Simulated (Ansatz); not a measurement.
Born–Oppenheimer molecular dynamics of a periodic cell of 14 atoms, InAg$_{3}$P$_{2}$O$_{8}$ (host InAg3P2O8, host structure C2/m). It starts from an unrelaxed structure (largest force component 0.46 eV/Å).

The calculation used DFT PBEsol, scalar-relativistic, plane waves, PAW in Ansatz 0.2.0. Settings: accuracy low, cutoff 420 eV, k mesh 2x2x1, fermi-dirac smearing 0.05 eV, no spin polarisation.

- ensemble: NVT, Langevin thermostat
- time step: 1.5 fs
- steps asked: 160
- set temperature: 1500 K
- friction: 0.05 /fs
- seed: 112444

Frames 3 fs apart, positions in Å, forces in eV/Å.

Velocities at 180.0 fs (Å/ps):

```
In 2.20 -4.30 5.79
Ag 2.88 0.08 -4.00
Ag -1.99 3.96 5.29
Ag -1.90 0.29 -3.96
P 2.29 13.71 4.45
P -2.35 -0.10 2.18
O -1.87 21.04 -1.86
O -3.03 -0.87 2.10
O 3.10 -17.86 -0.86
O 4.67 -8.21 -0.42
O 6.89 -7.16 3.68
O -0.03 -15.28 12.52
O 6.69 -7.05 -4.06
O 2.97 3.93 -6.84
```

```xyz
14
Lattice="4.4645 -2.8330 0.0000 4.4645 2.8330 0.0000 -0.5506 0.0000 7.5117" Properties=species:S:1:pos:R:3:forces:R:3 time_fs=180.0 energy_less_start_eV=2.071 T=1385
In 0.098 -0.093 0.250 0.46 1.29 -2.02
Ag 2.709 -0.127 2.642 1.24 0.06 -0.54
Ag 5.718 -0.267 5.162 -0.37 0.16 0.17
Ag 0.151 -0.347 3.454 -1.33 0.70 1.41
P 6.023 0.011 1.681 -3.48 -2.04 1.91
P 2.512 -0.055 6.044 4.73 -3.23 1.80
O 1.951 -0.040 4.679 -2.08 0.40 -2.40
O 7.025 -0.161 0.571 -1.03 -0.20 -0.52
O 3.680 0.933 6.082 0.33 3.47 1.12
O 5.176 1.334 1.778 0.59 0.16 -1.78
O 1.562 -0.201 7.197 -1.58 0.94 1.26
O 3.460 -1.347 6.186 -0.30 -1.70 -0.32
O 4.662 -1.020 1.550 2.75 0.44 0.13
O 6.709 -0.101 3.068 0.08 -0.44 -0.20
14
Lattice="4.4645 -2.8330 0.0000 4.4645 2.8330 0.0000 -0.5506 0.0000 7.5117" Properties=species:S:1:pos:R:3:forces:R:3 time_fs=183.0 energy_less_start_eV=2.111 T=1056
In 0.105 -0.106 0.262 0.20 1.46 -1.97
Ag 2.719 -0.126 2.632 1.25 0.05 -0.43
Ag 5.713 -0.261 5.178 -0.29 0.14 0.13
Ag 0.150 -0.349 3.442 -1.28 0.76 1.46
P 6.024 0.035 1.700 -2.84 -3.64 0.66
P 2.528 -0.061 6.062 3.72 -3.93 0.17
O 1.938 0.020 4.671 -1.28 0.23 -0.77
O 7.011 -0.180 0.578 -0.74 -0.12 -0.58
O 3.698 0.896 6.085 0.92 3.84 1.20
O 5.190 1.316 1.783 -0.18 1.21 -1.74
O 1.575 -0.221 7.204 -1.83 0.99 1.43
O 3.458 -1.382 6.228 -0.59 -1.24 -0.82
O 4.675 -1.039 1.535 2.61 0.70 0.47
O 6.725 -0.092 3.051 0.34 -0.46 0.78
14
Lattice="4.4645 -2.8330 0.0000 4.4645 2.8330 0.0000 -0.5506 0.0000 7.5117" Properties=species:S:1:pos:R:3:forces:R:3 time_fs=186.0 energy_less_start_eV=1.990 T=1429
In 0.115 -0.111 0.268 -0.28 1.43 -1.73
Ag 2.729 -0.127 2.622 1.25 0.06 -0.39
Ag 5.712 -0.253 5.195 -0.18 0.11 0.08
Ag 0.147 -0.354 3.425 -1.25 0.81 1.54
P 6.010 0.048 1.724 -1.74 -5.06 -1.06
P 2.564 -0.087 6.081 1.59 -3.48 -0.69
O 1.926 0.067 4.651 -0.30 -0.03 1.19
O 6.986 -0.200 0.581 -0.38 0.04 -0.52
O 3.719 0.881 6.097 1.08 3.69 1.14
O 5.201 1.305 1.785 -1.01 2.42 -1.62
O 1.583 -0.228 7.234 -1.10 1.06 0.51
O 3.447 -1.406 6.264 -0.51 -1.21 -1.15
O 4.693 -1.034 1.517 2.23 0.65 0.76
O 6.745 -0.090 3.027 0.61 -0.48 1.93
14
Lattice="4.4645 -2.8330 0.0000 4.4645 2.8330 0.0000 -0.5506 0.0000 7.5117" Properties=species:S:1:pos:R:3:forces:R:3 time_fs=189.0 energy_less_start_eV=1.958 T=1359
In 0.125 -0.116 0.274 -0.66 1.23 -1.46
Ag 2.736 -0.127 2.616 1.25 0.05 -0.48
Ag 5.713 -0.247 5.212 -0.09 0.08 0.02
Ag 0.140 -0.360 3.405 -1.28 0.79 1.55
P 5.987 0.037 1.746 -0.16 -5.97 -1.89
P 2.596 -0.114 6.089 0.37 -2.06 -0.65
O 1.916 0.103 4.609 0.52 -0.33 2.97
O 6.966 -0.209 0.587 -0.08 0.09 -0.43
O 3.754 0.893 6.098 0.12 2.39 0.99
O 5.215 1.288 1.782 -1.70 3.55 -1.40
O 1.592 -0.235 7.284 -0.03 1.18 -0.84
O 3.433 -1.432 6.305 -0.38 -0.92 -1.52
O 4.722 -1.029 1.509 1.63 0.33 0.93
O 6.766 -0.107 3.021 0.47 -0.41 2.22
14
Lattice="4.4645 -2.8330 0.0000 4.4645 2.8330 0.0000 -0.5506 0.0000 7.5117" Properties=species:S:1:pos:R:3:forces:R:3 time_fs=192.0 energy_less_start_eV=2.142 T=1441
In 0.128 -0.117 0.278 -0.95 1.01 -1.19
Ag 2.737 -0.122 2.615 1.19 0.02 -0.60
Ag 5.715 -0.246 5.227 0.01 0.06 -0.07
Ag 0.123 -0.369 3.386 -1.13 0.74 1.54
P 5.962 0.017 1.758 1.75 -6.39 -1.62
P 2.626 -0.129 6.106 -0.60 -0.68 -0.33
O 1.918 0.127 4.580 0.82 -0.52 3.92
O 6.958 -0.242 0.603 0.14 0.18 -0.49
O 3.788 0.927 6.090 -0.85 0.94 1.00
O 5.218 1.267 1.763 -2.06 4.33 -1.06
O 1.586 -0.241 7.351 1.21 1.27 -2.10
O 3.397 -1.457 6.341 -0.10 -0.59 -1.72
O 4.752 -1.030 1.504 0.83 -0.17 1.02
O 6.794 -0.125 3.024 -0.26 -0.19 1.70
14
Lattice="4.4645 -2.8330 0.0000 4.4645 2.8330 0.0000 -0.5506 0.0000 7.5117" Properties=species:S:1:pos:R:3:forces:R:3 time_fs=195.0 energy_less_start_eV=2.340 T=1284
In 0.126 -0.114 0.279 -1.22 0.82 -1.11
Ag 2.737 -0.116 2.611 1.03 0.01 -0.61
Ag 5.713 -0.243 5.243 0.08 0.05 -0.12
Ag 0.106 -0.374 3.364 -0.81 0.66 1.53
P 5.941 -0.013 1.765 2.75 -5.87 -1.30
P 2.655 -0.130 6.113 -1.72 0.68 -0.09
O 1.929 0.143 4.582 0.83 -0.59 4.00
O 6.942 -0.277 0.608 0.29 0.24 -0.50
O 3.821 0.959 6.084 -1.36 0.06 1.05
O 5.216 1.253 1.732 -1.84 3.77 -0.62
O 1.567 -0.246 7.406 2.14 1.37 -2.79
O 3.346 -1.461 6.364 0.54 -1.10 -1.67
O 4.765 -1.066 1.508 0.43 -0.13 1.19
O 6.824 -0.156 3.027 -1.15 0.06 1.05
14
Lattice="4.4645 -2.8330 0.0000 4.4645 2.8330 0.0000 -0.5506 0.0000 7.5117" Properties=species:S:1:pos:R:3:forces:R:3 time_fs=198.0 energy_less_start_eV=2.286 T=1298
In 0.121 -0.106 0.272 -1.21 0.49 -1.01
Ag 2.740 -0.110 2.607 0.84 -0.01 -0.54
Ag 5.714 -0.244 5.263 0.11 0.06 -0.12
Ag 0.094 -0.375 3.347 -0.43 0.58 1.55
P 5.928 -0.048 1.778 2.67 -3.91 -1.30
P 2.678 -0.130 6.114 -2.07 1.47 0.18
O 1.958 0.167 4.609 0.68 -0.79 3.63
O 6.933 -0.302 0.611 0.07 0.25 -0.26
O 3.840 0.996 6.080 -1.59 -0.77 1.11
O 5.203 1.255 1.705 -0.87 1.86 -0.22
O 1.557 -0.240 7.422 2.54 1.39 -2.93
O 3.311 -1.478 6.396 0.78 -0.82 -1.87
O 4.763 -1.100 1.542 0.32 -0.03 1.20
O 6.845 -0.180 3.037 -1.84 0.23 0.60
14
Lattice="4.4645 -2.8330 0.0000 4.4645 2.8330 0.0000 -0.5506 0.0000 7.5117" Properties=species:S:1:pos:R:3:forces:R:3 time_fs=201.0 energy_less_start_eV=2.058 T=1559
In 0.114 -0.094 0.266 -0.67 0.14 -0.95
Ag 2.747 -0.098 2.596 0.65 -0.01 -0.43
Ag 5.715 -0.250 5.285 0.12 0.10 -0.12
Ag 0.094 -0.384 3.339 -0.18 0.54 1.58
P 5.929 -0.082 1.787 1.92 -1.70 -0.92
P 2.699 -0.126 6.115 -2.01 1.41 0.71
O 2.005 0.167 4.650 0.35 -0.92 2.86
O 6.925 -0.300 0.625 0.17 0.15 -0.44
O 3.839 1.041 6.078 -1.45 -1.31 1.22
O 5.183 1.265 1.684 0.14 0.00 0.11
O 1.579 -0.216 7.421 2.19 1.44 -2.73
O 3.289 -1.502 6.428 0.82 -0.02 -2.24
O 4.765 -1.120 1.582 0.15 -0.18 1.06
O 6.850 -0.219 3.056 -2.20 0.38 0.28
14
Lattice="4.4645 -2.8330 0.0000 4.4645 2.8330 0.0000 -0.5506 0.0000 7.5117" Properties=species:S:1:pos:R:3:forces:R:3 time_fs=204.0 energy_less_start_eV=1.827 T=1576
In 0.112 -0.086 0.255 -0.23 -0.26 -0.75
Ag 2.753 -0.087 2.586 0.52 -0.01 -0.30
Ag 5.723 -0.260 5.307 0.08 0.13 -0.06
Ag 0.101 -0.392 3.338 -0.11 0.46 1.49
P 5.938 -0.113 1.804 0.89 -0.34 -1.13
P 2.708 -0.120 6.122 -1.56 0.90 1.63
O 2.041 0.167 4.707 -0.24 -1.08 1.44
O 6.913 -0.306 0.636 0.45 0.12 -0.57
O 3.822 1.070 6.063 -0.96 -1.36 1.46
O 5.174 1.271 1.662 0.68 -0.95 0.46
O 1.606 -0.183 7.404 1.78 1.37 -2.40
O 3.295 -1.518 6.468 0.58 0.93 -2.72
O 4.773 -1.139 1.624 -0.13 -0.39 0.92
O 6.823 -0.270 3.076 -1.74 0.48 0.54
14
Lattice="4.4645 -2.8330 0.0000 4.4645 2.8330 0.0000 -0.5506 0.0000 7.5117" Properties=species:S:1:pos:R:3:forces:R:3 time_fs=207.0 energy_less_start_eV=1.678 T=1393
In 0.108 -0.078 0.245 0.19 -0.69 -0.47
Ag 2.761 -0.076 2.580 0.46 -0.03 -0.20
Ag 5.734 -0.275 5.324 0.00 0.19 0.00
Ag 0.113 -0.400 3.341 -0.11 0.37 1.31
P 5.954 -0.133 1.819 -0.81 0.03 -1.27
P 2.695 -0.117 6.135 -0.22 0.83 2.82
O 2.064 0.154 4.768 -1.18 -1.08 -0.61
O 6.892 -0.314 0.654 1.26 0.05 -1.29
O 3.796 1.101 6.052 -0.59 -1.34 1.68
O 5.167 1.248 1.645 0.70 -0.70 0.65
O 1.648 -0.135 7.390 0.84 1.22 -1.74
O 3.311 -1.513 6.498 0.44 1.30 -2.99
O 4.776 -1.154 1.671 -0.25 -0.64 0.72
O 6.783 -0.315 3.087 -0.75 0.50 1.39
14
Lattice="4.4645 -2.8330 0.0000 4.4645 2.8330 0.0000 -0.5506 0.0000 7.5117" Properties=species:S:1:pos:R:3:forces:R:3 time_fs=210.0 energy_less_start_eV=1.739 T=1307
In 0.100 -0.075 0.240 0.48 -0.99 -0.28
Ag 2.765 -0.060 2.575 0.43 -0.06 -0.19
Ag 5.751 -0.288 5.337 -0.07 0.25 0.06
Ag 0.120 -0.413 3.349 -0.10 0.27 1.08
P 5.971 -0.153 1.825 -2.54 0.09 -0.88
P 2.670 -0.114 6.141 1.73 0.41 4.70
O 2.082 0.132 4.811 -2.29 -0.88 -3.05
O 6.877 -0.324 0.668 2.12 -0.15 -2.12
O 3.772 1.116 6.067 -0.38 -1.18 1.62
O 5.181 1.221 1.629 0.52 -0.18 0.83
O 1.682 -0.093 7.388 -0.12 1.05 -1.10
O 3.324 -1.506 6.518 0.21 1.58 -3.18
O 4.760 -1.167 1.707 0.06 -0.63 0.59
O 6.751 -0.340 3.104 -0.06 0.41 1.91
14
Lattice="4.4645 -2.8330 0.0000 4.4645 2.8330 0.0000 -0.5506 0.0000 7.5117" Properties=species:S:1:pos:R:3:forces:R:3 time_fs=213.0 energy_less_start_eV=1.771 T=1603
In 0.090 -0.074 0.236 0.67 -1.04 -0.09
Ag 2.764 -0.035 2.573 0.43 -0.11 -0.22
Ag 5.763 -0.299 5.353 -0.09 0.27 0.10
Ag 0.125 -0.430 3.353 -0.10 0.19 0.87
P 5.987 -0.174 1.831 -3.82 0.21 -0.52
P 2.657 -0.093 6.145 2.96 -0.31 6.07
O 2.092 0.102 4.827 -2.82 -0.64 -4.47
O 6.871 -0.326 0.671 2.55 -0.40 -2.51
O 3.758 1.121 6.108 -0.24 -0.90 1.26
O 5.210 1.198 1.610 0.33 0.33 1.01
O 1.710 -0.041 7.394 -0.75 0.81 -0.77
O 3.337 -1.501 6.515 -0.08 1.91 -3.16
O 4.725 -1.165 1.750 0.61 -0.63 0.35
O 6.732 -0.364 3.120 0.34 0.32 2.08
```

Of the whole run (240 fs, mean temperature of the second half 1389 K): A run of 0.24 ps of so small a system gives no equilibrium averages. Limits of this set-up: coarse k mesh, low accuracy level.

The run took 9 min on 1 thread of Arm Neoverse V2, with other jobs on the host, peak memory 0.5 GiB.
